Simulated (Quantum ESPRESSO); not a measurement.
# RbRe3 (P4/mmm) in Quantum ESPRESSO: reference runs

Reference runs on RbRe3: the cell as given.

Program: Quantum ESPRESSO 7.5. These are calculated values, not measurements. Logs are shortened: lines on timing, memory, paths and dates and some standing lists are left out, and cuts for length are marked.

## Step 1: The structure

Symmetry: P4/mmm, No. 123, tetragonal system. The conventional cell has a = 3.582 Å, b = 3.582 Å, c = 9.366 Å, α = 90.00°, β = 90.00°, γ = 90.00°. Rb (site symmetry 4/mmm) is surrounded by 8 Re at 3.37 Å and 4 Rb at 3.58 Å. Re (site symmetry 4mm) has 4 Rb at 3.37 Å and 8 Re at 3.53 to 3.58 Å as nearest neighbours. Re (site symmetry 4/mmm) has 12 Re at 3.53 to 3.58 Å as nearest neighbours.

The cell was built by a generator and needn't be a form met in nature.

## Step 2: Single point, PBE

Contents of pw.in:

```
&CONTROL
  calculation = 'scf'
  prefix = 'pwscf'
  outdir = './tmp'
  pseudo_dir = './pseudo'
  tprnfor = .true.
  tstress = .true.
  disk_io = 'nowf'
/
&SYSTEM
  ibrav = 0
  nat = 4
  ntyp = 2
  ecutwfc = 60
  ecutrho = 440
  nbnd = 37
  occupations = 'smearing'
  smearing = 'fd'
  degauss = 0.00367493
/
&ELECTRONS
  conv_thr = 8d-10
  electron_maxstep = 120
  mixing_beta = 0.5
/
ATOMIC_SPECIES
Rb    85.4678 Rb_ONCV_PBE-1.0.oncvpsp.upf
Re   186.2070 Re_pbe_v1.2.uspp.F.UPF
CELL_PARAMETERS angstrom
   3.5819462300    0.0000000000    0.0000000000
   0.0000000000    3.5819462300    0.0000000000
   0.0000000000    0.0000000000    9.3658679400
ATOMIC_POSITIONS crystal
Rb     0.0000000000    0.0000000000    0.0000000000
Re     0.5000000000    0.5000000000    0.7621681700
Re     0.0000000000    0.0000000000    0.5000000000
Re     0.5000000000    0.5000000000    0.2378318300
K_POINTS automatic
8 8 3 0 0 0
```

Potentials or basis: SSSP 1.3 efficiency PBE.

Launch:

```bash
$ OMP_NUM_THREADS=1 pw.x -in pw.in > pw.out
```

pw.out:

```text
This program is part of the open-source Quantum ESPRESSO suite
     for quantum simulation of materials; please cite
[... 9 lines left out ...]
     --------------------
     sticks:   dense  smooth     PW     G-vecs:    dense   smooth      PW
     Sum        1605     877    261               126459    50971    8083

     Using Slab Decomposition

     bravais-lattice index     =            0
     lattice parameter (alat)  =       6.7689  a.u.
     unit-cell volume          =     810.9289 (a.u.)^3
     number of atoms/cell      =            4
     number of atomic types    =            2
     number of electrons       =        54.00
     number of Kohn-Sham states=           37
     kinetic-energy cutoff     =      60.0000  Ry
     charge density cutoff     =     440.0000  Ry
     scf convergence threshold =      8.0E-10
     mixing beta               =       0.5000
     number of iterations used =            8  plain     mixing
     Exchange-correlation= SLA  PW   PBE  PBE
                           (   1   4   3   4   0   0   0)

     celldm(1)=   6.768897  celldm(2)=   0.000000  celldm(3)=   0.000000
     celldm(4)=   0.000000  celldm(5)=   0.000000  celldm(6)=   0.000000

     crystal axes: (cart. coord. in units of alat)
               a(1) = (   1.000000   0.000000   0.000000 )
               a(2) = (   0.000000   1.000000   0.000000 )
               a(3) = (   0.000000   0.000000   2.614743 )

     reciprocal axes: (cart. coord. in units 2 pi/alat)
               b(1) = (  1.000000  0.000000  0.000000 )
               b(2) = (  0.000000  1.000000  0.000000 )
               b(3) = (  0.000000  0.000000  0.382447 )

     PseudoPot. # 1 for Rb read from file:
     Rb_ONCV_PBE-1.0.oncvpsp.upf
     Pseudo is Norm-conserving, Zval =  9.0
     Generated using ONCVPSP code by D. R. Hamann
     Using radial grid of 2308 points,  6 beta functions with:
                l(1) =   0
                l(2) =   0
                l(3) =   1
                l(4) =   1
                l(5) =   2
                l(6) =   2

     PseudoPot. # 2 for Re read from file:
     Re_pbe_v1.2.uspp.F.UPF
     Pseudo is Ultrasoft + core correction, Zval = 15.0
     Generated by new atomic code, or converted to UPF format
     Using radial grid of  981 points,  8 beta functions with:
                l(1) =   0
                l(2) =   0
                l(3) =   1
                l(4) =   1
                l(5) =   2
                l(6) =   2
                l(7) =   3
                l(8) =   3
     Q(r) pseudized with  8 coefficients,  rinner =    1.150   1.150   1.150
                                                       1.150   1.150   1.150
                                                       1.150

     atomic species   valence    mass     pseudopotential
     Rb                9.00    85.46780     Rb( 1.00)
     Re               15.00   186.20700     Re( 1.00)

     16 Sym. Ops., with inversion, found

   Cartesian axes

     site n.     atom                  positions (alat units)
         1        Rb     tau(   1) = (   0.0000000   0.0000000   0.0000000  )
         2        Re     tau(   2) = (   0.5000000   0.5000000   1.9928737  )
         3        Re     tau(   3) = (   0.0000000   0.0000000   1.3073714  )
         4        Re     tau(   4) = (   0.5000000   0.5000000   0.6218691  )

     number of k points=    30  Fermi-Dirac smearing, width (Ry)=  0.0037
                       cart. coord. in units 2pi/alat
        k(    1) = (   0.0000000   0.0000000   0.0000000), wk =   0.0104167
        k(    2) = (   0.0000000   0.0000000   0.1274823), wk =   0.0208333
        k(    3) = (   0.0000000   0.1250000   0.0000000), wk =   0.0416667
        k(    4) = (   0.0000000   0.1250000   0.1274823), wk =   0.0833333
        k(    5) = (   0.0000000   0.2500000   0.0000000), wk =   0.0416667
        k(    6) = (   0.0000000   0.2500000   0.1274823), wk =   0.0833333
[... 22 lines left out ...]
        k(   29) = (  -0.5000000  -0.5000000   0.0000000), wk =   0.0104167
        k(   30) = (  -0.5000000  -0.5000000   0.1274823), wk =   0.0208333

     Dense  grid:   126459 G-vectors     FFT dimensions: (  45,  45, 120)

     Smooth grid:    50971 G-vectors     FFT dimensions: (  36,  36,  90)

     Initial potential from superposition of free atoms

     starting charge      52.4751, renormalised to      54.0000

     negative rho (up, down):  4.027E-01 0.000E+00
     Starting wfcs are   44 randomized atomic wfcs

     Self-consistent Calculation

     iteration #  1     ecut=    60.00 Ry     beta= 0.50
     Davidson diagonalization with overlap
     ethr =  1.00E-02,  avg # of iterations =  2.3

     negative rho (up, down):  4.025E-01 0.000E+00

     total energy              =    -618.95397678 Ry
     estimated scf accuracy    <       1.52620439 Ry

     iteration #  2     ecut=    60.00 Ry     beta= 0.50
     Davidson diagonalization with overlap
     ethr =  2.83E-03,  avg # of iterations =  4.5
[... 123 lines left out ...]
     iteration # 16     ecut=    60.00 Ry     beta= 0.50
     Davidson diagonalization with overlap
     ethr =  7.02E-12,  avg # of iterations =  1.2

     negative rho (up, down):  3.788E-01 0.000E+00

     End of self-consistent calculation

          k = 0.0000 0.0000 0.0000 (  6359 PWs)   bands (ev):

   -71.1134 -70.6837 -70.6837 -32.8341 -32.7651 -32.7651 -32.4384 -32.4384
   -32.4381 -32.4381 -32.3766 -32.3743 -17.2175  -1.6114  -0.9637  -0.9637
     4.1007   6.0896   6.6574   7.3530   7.8536   7.9164   8.3401   8.7476
     8.7476   9.1023   9.3633   9.4384   9.4384   9.5645   9.8846  10.0377
    10.0377  10.1325  12.8525  14.1256  14.4132

          k = 0.0000 0.0000 0.1275 (  6388 PWs)   bands (ev):
[... 209 lines left out ...]
   -71.1122 -70.6824 -70.6824 -32.8287 -32.7934 -32.7886 -32.4678 -32.4674
   -32.4630 -32.4624 -32.3714 -32.3706 -17.0361  -1.9181  -1.7448  -1.2268
     7.1792   7.2424   7.4785   7.6425   7.8259   8.2099   8.2477   8.4567
     9.1633   9.4503   9.6313   9.8042   9.8539   9.9594  10.3183  10.9637
    10.9969  11.1838  12.8843  12.9373  13.2680

          k =-0.5000-0.5000 0.0000 (  6336 PWs)   bands (ev):

   -71.1121 -70.6823 -70.6823 -32.8282 -32.7930 -32.7930 -32.4675 -32.4675
   -32.4670 -32.4670 -32.3711 -32.3702 -17.0220  -1.8817  -1.8817  -1.2020
     6.9666   7.0736   7.4950   7.4950   8.0140   8.4727   8.4727   8.6582
     9.1360   9.1360   9.4263   9.8665  10.4027  10.5350  10.5393  11.3700
    11.6393  11.6393  12.2585  12.6875  12.8977

          k =-0.5000-0.5000 0.1275 (  6372 PWs)   bands (ev):

   -71.1121 -70.6823 -70.6823 -32.8282 -32.7930 -32.7930 -32.4676 -32.4676
   -32.4669 -32.4669 -32.3711 -32.3703 -17.0220  -1.8817  -1.8817  -1.2024
     7.1108   7.2428   7.5469   7.5469   7.7612   8.1270   8.2250   8.2250
     9.5478   9.5478   9.8973   9.9394  10.4026  10.5356  10.5387  11.0666
    11.0666  11.3772  12.4458  12.7197  13.5167

     the Fermi energy is     9.2416 ev

!    total energy              =    -619.68384590 Ry
     estimated scf accuracy    <          3.0E-11 Ry
     smearing contrib. (-TS)   =      -0.00707060 Ry
     internal energy E=F+TS    =    -619.67677530 Ry

     The total energy is F=E-TS. E is the sum of the following terms:
     one-electron contribution =    -203.83074776 Ry
     hartree contribution      =     111.72559811 Ry
     xc contribution           =    -163.64065956 Ry
     ewald contribution        =    -363.93096609 Ry

     convergence has been achieved in  16 iterations

     negative rho (up, down):  3.788E-01 0.000E+00

     Forces acting on atoms (cartesian axes, Ry/au):

     atom    1 type  1   force =     0.00000000    0.00000000    0.00000000
     atom    2 type  2   force =     0.00000000    0.00000000   -0.15319145
     atom    3 type  2   force =     0.00000000    0.00000000    0.00000000
     atom    4 type  2   force =     0.00000000    0.00000000    0.15319145

     Total force =     0.216645     Total SCF correction =     0.000007

     Computing stress (Cartesian axis) and pressure

     negative rho (up, down):  3.788E-01 0.000E+00
          total   stress  (Ry/bohr**3)                   (kbar)     P=     -243.60
  -0.00171582   0.00000000   0.00000000         -252.41        0.00        0.00
   0.00000000  -0.00171582   0.00000000            0.00     -252.41        0.00
   0.00000000   0.00000000  -0.00153624            0.00        0.00     -225.99

=------------------------------------------------------------------------------=
   JOB DONE.
=------------------------------------------------------------------------------=
```

Run time: 3.5 min. Hardware: 1 thread of Intel Xeon Platinum 8488C (Sapphire Rapids), shared host; peak memory 1.3 GiB.

Results:

```
Free energy            : -8431.2282 eV
Pressure               : -24.4 GPa
Largest force          : 3.939 eV/Å
Band gap on the k mesh : none (metal or under the smearing width)
```

Forces in eV/Å, atoms in the order of the input:
```
Rb   0.000  0.000  0.000
Re   0.000  0.000 -3.939
Re   0.000  0.000  0.000
Re   0.000  0.000  3.939
```

Levels at points of the mesh, in eV from the Fermi level:
| k point | band 23 | band 24 | band 25 | band 26 | band 27 | band 28 | band 29 | band 30 | band 31 | band 32 |
| --- | --- | --- | --- | --- | --- | --- | --- | --- | --- | --- |
| (0.00, 0.00, 0.00) | -0.90 | -0.49 | -0.49 | -0.14 | 0.12 | 0.20 | 0.20 | 0.32 | 0.64 | 0.80 |
| (0.00, -0.50, 0.00) | -0.73 | -0.69 | -0.60 | -0.57 | -0.04 | 0.33 | 0.41 | 0.65 | 0.73 | 1.42 |
| (-0.50, -0.50, 0.00) | -0.77 | -0.58 | -0.11 | -0.11 | 0.18 | 0.62 | 1.16 | 1.29 | 1.30 | 2.13 |

Caveat: so large a pressure means that the cell lies far from this level's equilibrium, or that cutoff or potentials fall short; forces of over 1 eV/Å show positions far from the minimum, so gaps and moduli don't describe the material at rest. The run has no spin-orbit coupling, so splittings on Re are missing.
